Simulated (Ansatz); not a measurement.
# SiH₄Se (built from SMILES [SeH2].[SiH2]): single points off equilibrium

How do the functionals fare away from a minimum? The structure is a displaced guess of a reacting structure.

Method: single points in def2-TZVPP; program: Ansatz 0.2.0, Gaussian basis.

Cores are frozen in the correlated methods. Filled d shells of the heavier atoms are correlated.

### Step 1. Starting geometry

6 atoms, charge 0, spin multiplicity 1.

Atoms are counted from 1 here; the program's logs count them from 0.

Bond lengths: Si1–H2 1.475 Å, Si1–H4 1.455 Å, Si1–H5 1.426 Å, Se3–H6 1.398 Å. Angles: H2–Si1–H4 119.4°, H2–Si1–H5 115.6°, H4–Si1–H5 118.4°.

Geometry (Å):

```tsv
atom	x (Å)	y (Å)	z (Å)
Si1	1.0679	0.2009	0.0611
H2	0.2470	-0.9125	-0.4516
Se3	-1.5697	-0.7184	0.3214
H4	0.8734	1.5389	-0.4765
H5	1.5149	0.0686	1.4089
H6	-2.0101	-0.0424	-0.8208
```

### Step 2. CCSD(T)/def2-TZVPP

run/in.yaml reads:

```yaml
crystal:
  periodic: [false, false, false]
  atoms:
    - {symbol: Si, position_ang: [1.067900, 0.200900, 0.061100]}
    - {symbol: H, position_ang: [0.247000, -0.912500, -0.451600]}
    - {symbol: Se, position_ang: [-1.569700, -0.718400, 0.321400]}
    - {symbol: H, position_ang: [0.873400, 1.538900, -0.476500]}
    - {symbol: H, position_ang: [1.514900, 0.068600, 1.408900]}
    - {symbol: H, position_ang: [-2.010100, -0.042400, -0.820800]}
basis:
  gaussian: {orbitals: def2-TZVPP}
correlation: {method: ccsd_t}
output: {forces: true}
```

The command line of these runs was not kept.

### Step 3. PBE0-D4/def2-TZVPP

Edit run/in.yaml of step 2 so:

```diff
@@ -11,3 +11,3 @@
   gaussian: {orbitals: def2-TZVPP}
-correlation: {method: ccsd_t}
-output: {forces: true}
+hamiltonian: {xc: pbe0, dispersion: d4}
+output: {forces: true, orbitals: {seedname: orbitals}}
```

### Step 4. wB97M-V/def2-TZVPP

Edit run/in.yaml of step 3 so:

```diff
@@ -11,3 +11,3 @@
   gaussian: {orbitals: def2-TZVPP}
-hamiltonian: {xc: pbe0, dispersion: d4}
-output: {forces: true, orbitals: {seedname: orbitals}}
+hamiltonian: {xc: {name: wB97M-V}}
+output: {forces: true}
```

### Step 5. r2SCAN-D4/def2-TZVPP

Edit run/in.yaml of step 4 so:

```diff
@@ -11,3 +11,3 @@
   gaussian: {orbitals: def2-TZVPP}
-hamiltonian: {xc: {name: wB97M-V}}
+hamiltonian: {xc: r2scan, dispersion: d4}
 output: {forces: true}
```

### Step 6. PBE-D4/def2-TZVPP

Edit run/in.yaml of step 5 so:

```diff
@@ -11,3 +11,3 @@
   gaussian: {orbitals: def2-TZVPP}
-hamiltonian: {xc: r2scan, dispersion: d4}
+hamiltonian: {xc: pbe, dispersion: d4}
 output: {forces: true}
```

### Step 7. LC-wPBE/def2-TZVPP

Edit run/in.yaml of step 6 so:

```diff
@@ -11,3 +11,3 @@
   gaussian: {orbitals: def2-TZVPP}
-hamiltonian: {xc: pbe, dispersion: d4}
+hamiltonian: {xc: {name: LC-wPBE}}
 output: {forces: true}
```

### Step 8. r2SCANh-D4/def2-TZVPP

Edit run/in.yaml of step 7 so:

```diff
@@ -11,3 +11,3 @@
   gaussian: {orbitals: def2-TZVPP}
-hamiltonian: {xc: {name: LC-wPBE}}
+hamiltonian: {xc: {name: r2SCANh}, dispersion: d4}
 output: {forces: true}
```

(Steps that only read results are left out.)

Before running it: what results should come out? Wanted: energy less free atoms, CCSD(T)/def2-TZVPP; RMS force component; RMS force error; HOMO and LUMO, PBE0-D4; T1 diagnostic.

As calculated:

```
                                  quantity                                                                                              value
energy less free atoms, CCSD(T)/def2-TZVPP                                                                                     -1329.1 kJ/mol
                       RMS force component                                                               0.822 to 0.945 eV/Å over the methods
                           RMS force error  PBE0-D4 0.097, wB97M-V 0.142, r2SCAN-D4 0.063, PBE-D4 0.179, LC-wPBE 0.244, r2SCANh-D4 0.066 eV/Å
                    HOMO and LUMO, PBE0-D4                                                                                 -6.16 and -2.44 eV
                             T1 diagnostic                                                                                              0.015
```

Against CCSD(T) the functionals' energies less atoms differ by -48.4 to +39.6 kJ/mol, PBE-D4 by -45.4 kJ/mol. The reference is not at the basis limit: in triple zeta CCSD(T) underbinds, which counts against methods that bind more; the gaps are no ranking. On forces the order runs from r2SCAN-D4 to LC-wPBE. The restricted Hartree–Fock reference is unstable towards an unrestricted one at one or more of these structures.
